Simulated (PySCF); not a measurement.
**Eu4S4: forces at shaken geometries**

Aim: move all atoms of relaxed Eu4S4 at random and read energies and forces. The species was built from a template and needn't be a known compound.

Method: B3LYP, Eu lcecp-0-SVP with ECP53, S def2-SVP; scalar-relativistic core potentials, no spin–orbit coupling; program: PySCF 2.14.0.

4 further runs of the same task are left out: 2 for a known fault of the program, 2 that didn't finish.

**1. The starting structure**

8 atoms, charge 0, spin multiplicity 1.

Bond lengths: Eu1–S5 2.856 Å, Eu1–S6 2.856 Å, Eu1–S7 2.856 Å, Eu2–S5 2.856 Å, Eu2–S6 2.856 Å, Eu2–S8 2.856 Å, Eu3–S5 2.856 Å, Eu3–S7 2.856 Å, Eu3–S8 2.856 Å, Eu4–S6 2.856 Å, Eu4–S7 2.856 Å, Eu4–S8 2.856 Å. Angles: S5–Eu1–S6 92.3°, S5–Eu1–S7 92.3°, S6–Eu1–S7 92.3°, S5–Eu2–S6 92.3°, S5–Eu2–S8 92.3°, S6–Eu2–S8 92.3°, S5–Eu3–S7 92.3°, S5–Eu3–S8 92.3°, S7–Eu3–S8 92.3°, S6–Eu4–S7 92.3°, S6–Eu4–S8 92.3°, S7–Eu4–S8 92.3°, Eu1–S5–Eu2 87.6°, Eu1–S5–Eu3 87.6°, Eu2–S5–Eu3 87.6°, Eu1–S6–Eu2 87.6°, Eu1–S6–Eu4 87.6°, Eu2–S6–Eu4 87.6° and more.

As a file:

```mol
Eu4S4
  3D, bonds by distance, orders not assigned

  8 12  0  0  0  0  0  0  0  0999 V2000
    1.3980    1.3980    1.3980 Eu  0  0
    1.3980   -1.3980   -1.3980 Eu  0  0
   -1.3980    1.3980   -1.3980 Eu  0  0
   -1.3980   -1.3980    1.3980 Eu  0  0
    1.4567    1.4567   -1.4567 S   0  0
    1.4567   -1.4567    1.4567 S   0  0
   -1.4567    1.4567    1.4567 S   0  0
   -1.4567   -1.4567   -1.4567 S   0  0
  1  5  8  0
  1  6  8  0
  1  7  8  0
  2  5  8  0
  2  6  8  0
  2  8  8  0
  3  5  8  0
  3  7  8  0
  3  8  8  0
  4  6  8  0
  4  7  8  0
  4  8  8  0
M  END
```

Each metal's 7 4f electrons lie in its core potential, so multiplicities, spins and levels count the valence alone. An earlier session relaxed this geometry at B3LYP, Eu lcecp-0-SVP with ECP53, S def2-SVP (singlet, point group Td).

Its energy there is -1710.427414 Eh.

**2. Atoms moved at random, σ = 0.03 Å**

File run.py (the lines that set the calculation):

```python
mol = gto.M(atom='''
Eu     1.38195     1.40035     1.40563
Eu     1.38790    -1.38149    -1.36097
Eu    -1.40976     1.37745    -1.40180
Eu    -1.39398    -1.40373     1.32110
S      1.46067     1.43618    -1.41604
S      1.46453    -1.48805     1.42525
S     -1.43451     1.46617     1.45141
S     -1.45680    -1.40688    -1.42458''',
    basis={'Eu': 'lcecp-0-SVP', 'S': 'def2-SVP'},
    ecp={'Eu': 'lcecp-0-SVP'},
    charge=0, spin=0)
mf = dft.RKS(mol, xc='B3LYP')
mf.grids.atom_grid = (50, 194)  # f atoms: unpruned, at least (60, 302)
mf = mf.density_fit()  # fitting sets: Eu AutoAux, S def2-universal-JKFIT
mf.conv_tol = 1e-08; mf.max_cycle = 55
mf.kernel(dm0)  # dm0: the density of the relaxed state
```

On the command line:

```sh
$ OMP_NUM_THREADS=4 python run.py
```

**3. Atoms moved at random, σ = 0.1 Å**

File run.py (the lines that set the calculation):

```python
mol = gto.M(atom='''
Eu     1.40659     1.52177     1.17171
Eu     1.49147    -1.46070    -1.43557
Eu    -1.29481     1.37504    -1.44750
Eu    -1.56872    -1.41417     1.31313
S      1.36486     1.34693    -1.35804
S      1.52398    -1.34214     1.40789
S     -1.55569     1.56822     1.70947
S     -1.36767    -1.59495    -1.36110''',
    basis={'Eu': 'lcecp-0-SVP', 'S': 'def2-SVP'},
    ecp={'Eu': 'lcecp-0-SVP'},
    charge=0, spin=0)
mf = dft.RKS(mol, xc='B3LYP')
mf.grids.atom_grid = (50, 194)  # f atoms: unpruned, at least (60, 302)
mf = mf.density_fit()  # fitting sets: Eu AutoAux, S def2-universal-JKFIT
mf.conv_tol = 1e-08; mf.max_cycle = 55
mf.kernel(dm0)  # dm0: the density of the relaxed state
```

**4. Atoms moved at random, σ = 0.15 Å**

File run.py (the lines that set the calculation):

```python
mol = gto.M(atom='''
Eu     1.44778     1.32867     1.35682
Eu     1.57276    -1.43184    -1.29321
Eu    -1.38374     1.43149    -1.60585
Eu    -1.40813    -1.54319     1.61819
S      1.32029     1.52470    -1.71182
S      1.37838    -1.48696     1.69150
S     -1.48258     1.38747     1.37252
S     -1.44477    -1.21033    -1.42816''',
    basis={'Eu': 'lcecp-0-SVP', 'S': 'def2-SVP'},
    ecp={'Eu': 'lcecp-0-SVP'},
    charge=0, spin=0)
mf = dft.RKS(mol, xc='B3LYP')
mf.grids.atom_grid = (50, 194)  # f atoms: unpruned, at least (60, 302)
mf = mf.density_fit()  # fitting sets: Eu AutoAux, S def2-universal-JKFIT
mf.conv_tol = 1e-08; mf.max_cycle = 55
mf.kernel(dm0)  # dm0: the density of the relaxed state
```

Before running it: what results should come out? Wanted: for each run, σ; energy rise; harmonic estimate −½ F·u; largest force component.

As calculated:

| σ (Å) | energy rise (eV) | harmonic estimate −½ F·u (eV) | largest force component (eV/Å) |
| --- | --- | --- | --- |
| 0.03 | 0.066 | 0.069 | 0.67 |
| 0.1 | 1.024 | 1.054 | 2.97 |
| 0.15 | 0.901 | 0.887 | 1.76 |

Every displacement raises the energy. For a harmonic well the rise equals −½ F·u; the two differ by at most 5 % here (a move with σ = 0.03 Å), from anharmonicity, the grid and the small forces left at the relaxed point. The bases are small and lack diffuse functions. Spin–orbit coupling is left out.
